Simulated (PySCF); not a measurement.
# Ways to converge the SCF of SnS

Aim: find out which solver settings change the answer for SnS.

The runs use PySCF 2.14.0; method and basis as typed in the scripts.

6 further runs of the same task are left out: 6 that didn't finish.

### 1 Starting geometry

SnS: 2 atoms, charge 0, spin multiplicity 1.

Bond lengths: Sn1–S2 2.335 Å.

### 2 Base script

File input.py:

```python
from pyscf import gto, dft

mol = gto.M(
    atom='Sn 0 0 0; S 0 0 2.335',
    basis='lanl2dz',
    ecp={'Sn': 'lanl2dz', 'S': 'lanl2dz'},
    charge=0,
    spin=0,
    verbose=4,
)
mf = dft.RKS(mol, xc='olyp')
mf.kernel()
mf.nuc_grad_method().kernel()
mf.dip_moment()
print('orbital energies (hartree):', mf.mo_energy[..., max(0, mol.nelec[1]-3):mol.nelec[0]+3].round(4))
```

Launch:

```sh
$ python input.py
```

Its log is not repeated here.

In short: E(SCF) = -13.517687 Eh, 10 cycles, μ = 3.70 D, gradient on the second atom 0.0110 Eh/bohr.

The bond length is a typed value, not an optimised one.

### 3 Initial guess 1e

Edit 1 changes initial guess: minao → 1e.

File input.py:

```python
from pyscf import gto, dft

mol = gto.M(
    atom='Sn 0 0 0; S 0 0 2.335',
    basis='lanl2dz',
    ecp={'Sn': 'lanl2dz', 'S': 'lanl2dz'},
    charge=0,
    spin=0,
    verbose=4,
)
mf = dft.RKS(mol, xc='olyp')
mf.init_guess = '1e'
mf.kernel()
mf.nuc_grad_method().kernel()
mf.dip_moment()
print('orbital energies (hartree):', mf.mo_energy[..., max(0, mol.nelec[1]-3):mol.nelec[0]+3].round(4))
```

Launch:

```sh
$ python input.py
```

### 4 Smearing width 0.001 hartree

Edit 2 changes smearing width: none → 0.001 hartree; step after the SCF: gradient → none.

input.py, as its differences from that of step 2:

```diff
@@ -1,2 +1,2 @@
-from pyscf import gto, dft
+from pyscf import gto, dft, scf
 
@@ -11,4 +11,4 @@
 mf = dft.RKS(mol, xc='olyp')
+mf = scf.addons.smearing_(mf, sigma=0.001, method='fermi')
 mf.kernel()
-mf.nuc_grad_method().kernel()
 mf.dip_moment()
```

### 5 Initial guess sap

Edit 3 changes initial guess: minao → sap.

input.py, as its differences from that of step 2:

```diff
@@ -11,2 +11,3 @@
 mf = dft.RKS(mol, xc='olyp')
+mf.init_guess = 'sap'
 mf.kernel()
```

What does the calculation give? Wanted: for each run, E(SCF); from base; gap; SCF dipole.

As calculated:

```csv
run,E(SCF) (hartree),from base (eV),cycles,gap (eV),SCF dipole (D)
base,-13.517687,0,10,2.82,3.70
initial guess 1e,-13.517687,0.0000,14,2.82,3.70
smearing width 0.001 hartree,-13.517687,0.0000,10,n/a,3.70
initial guess sap,-13.517687,0.0000,14,2.82,3.70
```

Distance from each run's final energy (log10 hartree) by cycle:

```csv
run,cycle 1,cycle 2,cycle 3,cycle 5,cycle 8,cycle 12
base,-0.1,0.1,-1.6,-2.3,-8.4,done
initial guess 1e,0.9,0.7,0.0,-0.3,-1.5,-8.3
smearing width 0.001 hartree,-0.1,0.1,-1.6,-2.3,-8.4,done
initial guess sap,0.4,0.9,0.1,-0.2,-1.3,-8.5
```

In words: The SCF energy stays the same, to the digits that matter, with initial guess 1e or smearing width 0.001 hartree or initial guess sap. The base needs 10 cycles and the run with initial guess 1e needs 14.
